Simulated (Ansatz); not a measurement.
# Mg2CdSe3: the cost of one run

Computed with Ansatz 0.2.0 (DFT PBE, scalar-relativistic, plane waves, PAW, unless a step's input says otherwise).

1 further run of the same task is left out (it didn't finish). Runs told in other sessions of the task aren't counted.

## Step 1: The system as given

Symmetry: P-3m1, No. 164, trigonal system. Conventional cell: a = 3.954 Å, b = 3.954 Å, c = 9.686 Å, α = 90.00°, β = 90.00°, γ = 120.00°. Mg (site symmetry 3m) is surrounded by 6 Se at 2.77 Å. Around Cd (site symmetry -3m) lie 6 Se at 2.85 Å. Se (site symmetry -3m) is surrounded by 6 Mg at 2.77 Å. Se (site symmetry 3m) is surrounded by 3 Mg at 2.77 Å and 3 Cd at 2.85 Å.

Structure file:

```cif
data_structure
_symmetry_space_group_name_H-M 'P 1'
_symmetry_Int_Tables_number 1
_cell_length_a 3.9535
_cell_length_b 3.9535
_cell_length_c 9.6858
_cell_angle_alpha 90.000
_cell_angle_beta 90.000
_cell_angle_gamma 120.000
_cell_volume 131.11
loop_
_atom_site_label
_atom_site_type_symbol
_atom_site_fract_x
_atom_site_fract_y
_atom_site_fract_z
_atom_site_occupancy
Mg1 Mg 0.33333 0.66667 0.66281 1
Mg2 Mg 0.66667 0.33333 0.33719 1
Cd1 Cd 0.00000 0.00000 0.00000 1
Se1 Se 0.00000 0.00000 0.50000 1
Se2 Se 0.33333 0.66667 0.17581 1
Se3 Se 0.66667 0.33333 0.82419 1
```

The cell was relaxed beforehand at this level, from a generated guess; it needn't be the stable form of this composition. At a tolerance of 0.02 Å it has space group P-3m1 (No. 164); it has 21.85 Å³/atom, an uncorrected energy of -0.98 eV/atom over the elements.

## Step 2: Electronic structure at the relaxed geometry

The input, input.yaml:

```yaml
crystal:
  lattice:
    - [3.9535401222, 2.89e-08, 0.0]
    - [-1.9767700861, 3.4238661663, 0.0]
    - [0.0, 0.0, 9.6858294]
  atoms:
    - { symbol: Mg, position: [0.3333333333, 0.6666666667, 0.662808] }
    - { symbol: Mg, position: [0.6666666667, 0.3333333333, 0.337192] }
    - { symbol: Cd, position: [0.0, 0.0, 0.0] }
    - { symbol: Se, position: [0.0, 0.0, 0.5] }
    - { symbol: Se, position: [0.3333333333, 0.6666666667, 0.175813] }
    - { symbol: Se, position: [0.6666666667, 0.3333333333, 0.824187] }
basis:
  ecutwfc: 420
kpoints:
  mp_grid: { grid: [12, 12, 4] }
  band_path:
    path:
      - [[0.0, 0.0, 0.0], [0.5, 0.0, 0.0], [0.33333333, 0.33333333, 0.0], [0.0, 0.0, 0.0], [0.0, 0.0, 0.5], [0.5, 0.0, 0.5], [0.33333333, 0.33333333, 0.5], [0.0, 0.0, 0.5]]
      - [[0.5, 0.0, 0.5], [0.5, 0.0, 0.0]]
      - [[0.33333333, 0.33333333, 0.5], [0.33333333, 0.33333333, 0.0]]
    npoints: 14
hamiltonian:
  xc: pbe
scf:
  occupations: { method: gaussian, width: 0.02 }
  n_extra_bands: 15
output:
  forces: true
  stress: true
  eigenvalues: true
  populations: true
  dos: { projected: true, de: 0.02, nscf_kmesh: { grid: [18, 18, 6] } }
  bader: true
  write_density: true
  write_potential: true
  elf: true
  volumetric_format: npy
```

On the command line:

```
$ ansatz run input.yaml --threads 4 --pin off --max-ram 8192MiB --backend cpu --events-out ev --progress --plain --runs-dir out
```

**Question.** How long does this run take on 4 threads of Intel Xeon 6975P-C (Granite Rapids), shared host, and how much memory does it need?

About 19 s, with a peak of 1.2 GiB.
